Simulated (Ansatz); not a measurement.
# Si, 64 atoms: molecular dynamics on CPU cores

Wanted: a short trajectory of Si in a cell of 64 atoms; the run's time is noted too.

Program: Ansatz 0.2 early development. Level of theory: run time, molecular dynamics, PBE, ultrasoft. These are calculated values, not measurements.

**1. The cell**

It holds 64 Si; a = 10.862 Å, b = 10.862 Å, c = 10.862 Å, α = 90.00°, β = 90.00°, γ = 90.00°; 20.02 Å³ an atom; space group Fd-3m.

**2. The run**

Input file input.yaml:

```yaml
crystal:
  lattice:
    - [10.862, 0, 0]
    - [0, 10.862, 0]
    - [0, 0, 10.862]
  atoms:
    - { symbol: Si, position: [0.0, 0.0, 0.0] }
    - { symbol: Si, position: [0.0, 0.25, 0.25] }
    - { symbol: Si, position: [0.25, 0.0, 0.25] }
    - { symbol: Si, position: [0.25, 0.25, 0.0] }
    - { symbol: Si, position: [0.125, 0.125, 0.125] }
    - { symbol: Si, position: [0.125, 0.375, 0.375] }
    - { symbol: Si, position: [0.375, 0.125, 0.375] }
    - { symbol: Si, position: [0.375, 0.375, 0.125] }
    - { symbol: Si, position: [0.0, 0.0, 0.5] }
    - { symbol: Si, position: [0.0, 0.25, 0.75] }
    - { symbol: Si, position: [0.25, 0.0, 0.75] }
    - { symbol: Si, position: [0.25, 0.25, 0.5] }
    - { symbol: Si, position: [0.125, 0.125, 0.625] }
    - { symbol: Si, position: [0.125, 0.375, 0.875] }
    - { symbol: Si, position: [0.375, 0.125, 0.875] }
    - { symbol: Si, position: [0.375, 0.375, 0.625] }
    - { symbol: Si, position: [0.0, 0.5, 0.0] }
    - { symbol: Si, position: [0.0, 0.75, 0.25] }
    - { symbol: Si, position: [0.25, 0.5, 0.25] }
    - { symbol: Si, position: [0.25, 0.75, 0.0] }
    - { symbol: Si, position: [0.125, 0.625, 0.125] }
    - { symbol: Si, position: [0.125, 0.875, 0.375] }
    - { symbol: Si, position: [0.375, 0.625, 0.375] }
    - { symbol: Si, position: [0.375, 0.875, 0.125] }
    - { symbol: Si, position: [0.0, 0.5, 0.5] }
    - { symbol: Si, position: [0.0, 0.75, 0.75] }
    - { symbol: Si, position: [0.25, 0.5, 0.75] }
    - { symbol: Si, position: [0.25, 0.75, 0.5] }
    - { symbol: Si, position: [0.125, 0.625, 0.625] }
    - { symbol: Si, position: [0.125, 0.875, 0.875] }
    - { symbol: Si, position: [0.375, 0.625, 0.875] }
    - { symbol: Si, position: [0.375, 0.875, 0.625] }
    - { symbol: Si, position: [0.5, 0.0, 0.0] }
    - { symbol: Si, position: [0.5, 0.25, 0.25] }
    - { symbol: Si, position: [0.75, 0.0, 0.25] }
    - { symbol: Si, position: [0.75, 0.25, 0.0] }
    - { symbol: Si, position: [0.625, 0.125, 0.125] }
    - { symbol: Si, position: [0.625, 0.375, 0.375] }
    - { symbol: Si, position: [0.875, 0.125, 0.375] }
    - { symbol: Si, position: [0.875, 0.375, 0.125] }
    - { symbol: Si, position: [0.5, 0.0, 0.5] }
    - { symbol: Si, position: [0.5, 0.25, 0.75] }
    - { symbol: Si, position: [0.75, 0.0, 0.75] }
    - { symbol: Si, position: [0.75, 0.25, 0.5] }
    - { symbol: Si, position: [0.625, 0.125, 0.625] }
    - { symbol: Si, position: [0.625, 0.375, 0.875] }
    - { symbol: Si, position: [0.875, 0.125, 0.875] }
    - { symbol: Si, position: [0.875, 0.375, 0.625] }
    - { symbol: Si, position: [0.5, 0.5, 0.0] }
    - { symbol: Si, position: [0.5, 0.75, 0.25] }
    - { symbol: Si, position: [0.75, 0.5, 0.25] }
    - { symbol: Si, position: [0.75, 0.75, 0.0] }
    - { symbol: Si, position: [0.625, 0.625, 0.125] }
    - { symbol: Si, position: [0.625, 0.875, 0.375] }
    - { symbol: Si, position: [0.875, 0.625, 0.375] }
    - { symbol: Si, position: [0.875, 0.875, 0.125] }
    - { symbol: Si, position: [0.5, 0.5, 0.5] }
    - { symbol: Si, position: [0.5, 0.75, 0.75] }
    - { symbol: Si, position: [0.75, 0.5, 0.75] }
    - { symbol: Si, position: [0.75, 0.75, 0.5] }
    - { symbol: Si, position: [0.625, 0.625, 0.625] }
    - { symbol: Si, position: [0.625, 0.875, 0.875] }
    - { symbol: Si, position: [0.875, 0.625, 0.875] }
    - { symbol: Si, position: [0.875, 0.875, 0.625] }
kpoints:
  mp_grid: { grid: [1, 1, 1] }
hamiltonian:
  xc: pbe
  pseudopotentials: { kind: uspp }
magnetization:
  spin_polarized: false
scf:
  occupations: { method: fixed }
output:
  forces: true
  stress: false
md:
  ensemble: nvt_langevin
  temperature: 600
  timestep: 2.0
  n_steps: 12
  seed: 7
  initial_velocities: maxwell_boltzmann
```

The run is started by

```console
> ansatz run input --backend cpu --threads 16 --events-out ev
```

Q: Predict the outcome of this session. Wanted: free energy; electrons solved for; SCF passes in all; largest force; temperature, first and last.

As calculated:

| quantity | value |
| --- | --- |
| time per pass of the first SCF | 0.37 s |
| free energy | -9933.8574 eV (-155.2165 eV/atom) |
| electrons solved for | 256 |
| SCF passes in all | 78 |
| largest force | 2.290 eV/Å |
| steps | 12 of 2.00 fs |
| temperature, first and last | 591, 303 K |
| time a step (median) | 2.7 s |
| wall time | 40 s (16 threads of Arm Neoverse V2 (Grace), shared host) |

What this shows: Of the time up to the last event, 92 % went to the work after the first SCF. At 2.7 s a step, one picosecond costs about 23 min on this hardware. 24 fs are too few for averages. The k sampling stands for a supercell only 11 Å thick at its thinnest, so the values belong to these settings.
